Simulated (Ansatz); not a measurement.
**SiF4 (silicon tetrafluoride) at B3LYP/6-31G(d) (Cartesian functions)**

What is the electronic atomisation energy of SiF4 (silicon tetrafluoride) at B3LYP/6-31G* (Cartesian functions)? 

Program for the calculation: Ansatz 0.2.0.

19 further runs of the same task are left out: 2 that didn't finish, 17 set aside as unsound or not needed.

## (1) The molecule

SiF4 has 5 atoms, charge 0, and is taken as a singlet. SMILES: `F[Si](F)(F)F`. Geometry: relaxed at PBE0-D4/def2-TZVP.

Bond lengths: F1–Si2 1.562 Å, Si2–F3 1.562 Å, Si2–F4 1.562 Å, Si2–F5 1.562 Å. Angles: F1–Si2–F3 109.5°, F1–Si2–F4 109.5°, F1–Si2–F5 109.5°, F3–Si2–F4 109.5°, F3–Si2–F5 109.5°, F4–Si2–F5 109.5°.

## (2) A single-point energy at B3LYP/6-31G(d) (Cartesian functions)

Contents of input.yaml:

```yaml
crystal:
  periodic: [false, false, false]
  atoms:
    - {symbol: F, position_ang: [0.143200, -0.791930, 1.338460]}
    - {symbol: Si, position_ang: [0.000000, -0.000000, -0.000000]}
    - {symbol: F, position_ang: [-1.047100, 1.144420, 0.181750]}
    - {symbol: F, position_ang: [-0.477230, -0.967810, -1.129040]}
    - {symbol: F, position_ang: [1.381130, 0.615320, -0.391170]}
basis:
  gaussian:
    orbitals: "6-31G*"
hamiltonian:
  xc: {name: B3LYP}
accuracy: high
output: {orbitals: {seedname: orbitals}}
```

The run is started by

```console
ansatz run input.yaml --threads 1 --pin off --max-ram 3480MiB --events-out events.jsonl --progress --plain --runs-dir runs
```

Standard output:

```text
Warning: RAYON_NUM_THREADS=1 ignored (pool sized by the plan → 1); use --threads N
Functional definition: B3LYP
  name "B3LYP"
  parameter a0 = 0.2
  parameter ax = 0.72
  parameter ac = 0.81
  exchange = (1 - a0 - ax)*slater_x + ax*b88_x + a0*exact_x
  correlation = (1 - ac)*vwn_rpa_c + ac*lyp_c
1573 factors; integrals over basis functions are off by at most 3.0e-9 eV
mean field evaluation 1: about -18747.3345 eV, gradient 5.5e1 eV
mean field evaluation 2: about -18742.9788 eV, gradient 7.9e1 eV
mean field evaluation 4: about -18751.5058 eV, gradient 3.0e-1 eV
mean field evaluation 8: about -18751.5715 eV, gradient 5.9e-3 eV
mean field evaluation 16: about -18751.5715 eV, gradient 9.9e-9 eV
mean field -18751.57154528 eV, -689.1075440173 hartree, gradient 7.1e-9 eV, S^2 0.000000; 0 other end points of the search recorded, 0 dependent functions left out
reference -18751.57158001 eV, -689.1075452935 hartree; 25, 25 occupied and 54, 54 virtual orbitals, 1573 factors
Total energy: -18751.57158001 eV, -689.1075452935 hartree
```

It took 5.1 s on 1 thread of Arm Neoverse V2, shared host; peak memory 0.23 GiB.

## (3) The F atom, same level

Contents of in.yaml:

```yaml
crystal:
  periodic: [false, false, false]
  atoms:
    - symbol: F
      position_ang: [0.000000, 0.000000, 0.000000]
basis:
  gaussian:
    orbitals: "6-31G*"
magnetization:
  spin_polarized: true
  initial_magnetization: 1
hamiltonian:
  xc: {name: B3LYP}
accuracy: high
```

The run is started by

```console
ansatz run in.yaml --threads 1 --pin off --max-ram 3480MiB --events-out events.jsonl --progress --plain --runs-dir runs
```

Standard output:

```text
Warning: RAYON_NUM_THREADS=1 ignored (pool sized by the plan → 1); use --threads N
[... 7 set-up lines as earlier in the session ...]
96 factors; integrals over basis functions are off by at most 1.9e-9 eV
mean field evaluation 1: about -2713.3395 eV, gradient 4.3e0 eV
mean field evaluation 2: about -2713.3810 eV, gradient 2.5e0 eV
mean field evaluation 4: about -2713.3979 eV, gradient 1.3e-2 eV
mean field evaluation 8: about -2713.3979 eV, gradient 2.3e-4 eV
mean field -2713.39794208 eV, -99.7155351643 hartree, gradient 4.6e-9 eV, S^2 0.750978; 0 other end points of the search recorded, 0 dependent functions left out
reference -2713.39795020 eV, -99.7155354625 hartree; 5, 4 occupied and 10, 11 virtual orbitals, 96 factors
Total energy: -2713.39795020 eV, -99.7155354625 hartree
```

It took 0.29 s on 1 thread of Arm Neoverse V2, shared host.

## (4) The Si atom, same level

Contents of run.yaml:

```yaml
crystal:
  periodic: [false, false, false]
  atoms:
    - {symbol: Si, position_ang: [0.000000, 0.000000, 0.000000]}
basis:
  gaussian:
    orbitals: "6-31G*"
magnetization:
  spin_polarized: true
  initial_magnetization: 2
hamiltonian:
  xc: {name: B3LYP}
accuracy: high
```

The run is started by

```console
ansatz run run.yaml --threads 1 --pin off --max-ram 3480MiB --events-out events.jsonl --progress --plain --runs-dir runs
```

Standard output:

```text
Warning: RAYON_NUM_THREADS=1 ignored (pool sized by the plan → 1); use --threads N
[... 7 set-up lines as earlier in the session ...]
142 factors; integrals over basis functions are off by at most 2.6e-9 eV
mean field evaluation 1: about -7874.1493 eV, gradient 2.3e0 eV
mean field evaluation 2: about -7874.2019 eV, gradient 7.4e-1 eV
mean field evaluation 4: about -7874.2059 eV, gradient 1.5e-1 eV
mean field evaluation 8: about -7874.2060 eV, gradient 3.8e-5 eV
mean field evaluation 16: about -7874.2060 eV, gradient 4.3e-2 eV
mean field -7874.20602503 eV, -289.3717340911 hartree, gradient 4.0e-8 eV, S^2 2.001927; 1 other end points of the search recorded, 0 dependent functions left out
reference -7874.20604608 eV, -289.3717348647 hartree; 8, 6 occupied and 11, 13 virtual orbitals, 142 factors
Total energy: -7874.20604608 eV, -289.3717348647 hartree
```

Run time: 0.81 s. Hardware: 1 thread of Arm Neoverse V2, shared host.

## (5) Outcome

Level: B3LYP/6-31G* (Cartesian functions).

| quantity | value |
| --- | --- |
| molecule: total energy | -689.10755 Eh |
| molecule: HOMO energy | -11.94 eV |
| molecule: LUMO energy | 0.38 eV |
| molecule: HOMO–LUMO gap | 12.32 eV |
| F atom: total energy | -99.71554 Eh |
| F atom: ⟨S²⟩ | 0.751 |
| Si atom: total energy | -289.37173 Eh |
| Si atom: ⟨S²⟩ | 2.002 |
| electronic atomisation energy | 23.774 eV |

What this shows: Taking the molecule apart into free atoms costs 23.77 eV (2294 kJ/mol), before zero-point energy and without spin-orbit coupling.
